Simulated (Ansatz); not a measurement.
# AlGa5N6: one candidate of a structure search

The task: take a trial cell of AlGa5N6 to zero force and stress.

Program: Ansatz 0.2.0. Level of theory: DFT PBE, scalar-relativistic, plane waves, PAW. These are calculated values, not measurements.

### Step 1. The system as given

Symmetry: P4/mmm, No. 123, tetragonal system. The conventional cell has a = 3.422 Å, b = 3.422 Å, c = 14.520 Å, α = 90.00°, β = 90.00°, γ = 90.00°. Al (site symmetry 4/mmm) is surrounded by 6 N at 2.42 Å. Ga (site symmetry 4mm) is surrounded by 6 N at 2.42 Å. Ga (site symmetry 4/mmm) has 6 N at 2.42 Å as nearest neighbours. N (site symmetry 4mm) is surrounded by 5 Ga at 2.42 Å and 1 Al at 2.42 Å. Around N (site symmetry 4/mmm) lie 4 Al at 2.42 Å and 2 Ga at 2.42 Å. N (site symmetry 4mm) has 6 Ga at 2.42 Å as nearest neighbours. Around N (site symmetry 4/mmm) lie 6 Ga at 2.42 Å.

As a file:

```xyz
12
Lattice="3.4224 0.0000 0.0000 0.0000 3.4224 0.0000 0.0000 0.0000 14.5202" Properties=species:S:1:pos:R:3 pbc="T T T"
Al    0.0000    0.0000    7.2601
Ga    0.0000    0.0000   12.1001
Ga    1.7112    1.7112    9.6801
Ga    1.7112    1.7112    4.8401
Ga    0.0000    0.0000    2.4200
Ga    1.7112    1.7112    0.0000
N     0.0000    0.0000    9.6801
N     1.7112    1.7112    7.2601
N     0.0000    0.0000    4.8401
N     1.7112    1.7112    2.4200
N     0.0000    0.0000    0.0000
N     1.7112    1.7112   12.1001
```

The start is an ordering of an alloy on its end members' structure types: elements ordered on the sites of the AlN type, Al/Ga on Al (P4/mmm, No. 123).

### Step 2. Probe: one point on a coarse mesh

input.yaml

```yaml
crystal:
  lattice:
    - [3.42243542, 0.0, 0.0]
    - [0.0, 3.42243542, 0.0]
    - [0.0, 0.0, 14.52016374]
  atoms:
    - { symbol: Al, position: [0.0, 0.0, 0.5] }
    - { symbol: Ga, position: [0.0, 0.0, 0.83333333] }
    - { symbol: Ga, position: [0.5, 0.5, 0.66666667] }
    - { symbol: Ga, position: [0.5, 0.5, 0.33333333] }
    - { symbol: Ga, position: [0.0, 0.0, 0.16666667] }
    - { symbol: Ga, position: [0.5, 0.5, 0.0] }
    - { symbol: "N", position: [0.0, 0.0, 0.66666667] }
    - { symbol: "N", position: [0.5, 0.5, 0.5] }
    - { symbol: "N", position: [0.0, 0.0, 0.33333333] }
    - { symbol: "N", position: [0.5, 0.5, 0.16666667] }
    - { symbol: "N", position: [0.0, 0.0, 0.0] }
    - { symbol: "N", position: [0.5, 0.5, 0.83333333] }
basis:
  ecutwfc: 420
kpoints:
  mp_grid: { grid: [6, 6, 2] }
hamiltonian:
  xc: pbe
scf:
  occupations: { method: gaussian, width: 0.1 }
  lower_state_search: "off"
output:
  forces: true
  stress: true
  eigenvalues: true
```

The run is started by

```sh
ansatz run input.yaml --threads 1 --pin off --max-ram 2560MiB --backend cpu --events-out ev --progress --plain --runs-dir out
```

The session goes on with these runs: spin check on a coarse mesh; rough relaxation on the coarse mesh; final relaxation.

What does the calculation give? Wanted: conventional cell; volume; energy over the elements; gap on the mesh.

As calculated:

| quantity | value |
| --- | --- |
| symmetry at the end (tolerance 0.02 Å) | space group P4/mmm (No. 123) |
| conventional cell | a = 2.995 Å, b = 2.995 Å, c = 12.725 Å, α = 90.00°, β = 90.00°, γ = 90.00° |
| volume | 9.52 Å³/atom |
| energy over the elements (uncorrected; H, N, O, F and Cl as molecules) | -0.16 eV/atom |
| gap on the mesh | 0.51 eV |

What this shows: The space group P4/mmm (No. 123) is kept, and the volume per atom shrinks by 32.9 % from the first guess. It lies below the elements, which doesn't yet make it stable: competing phases were not computed in this session. No finished test with a distortion of lower symmetry is shown, so the end may be a saddle point. Other magnetic orders were not searched.
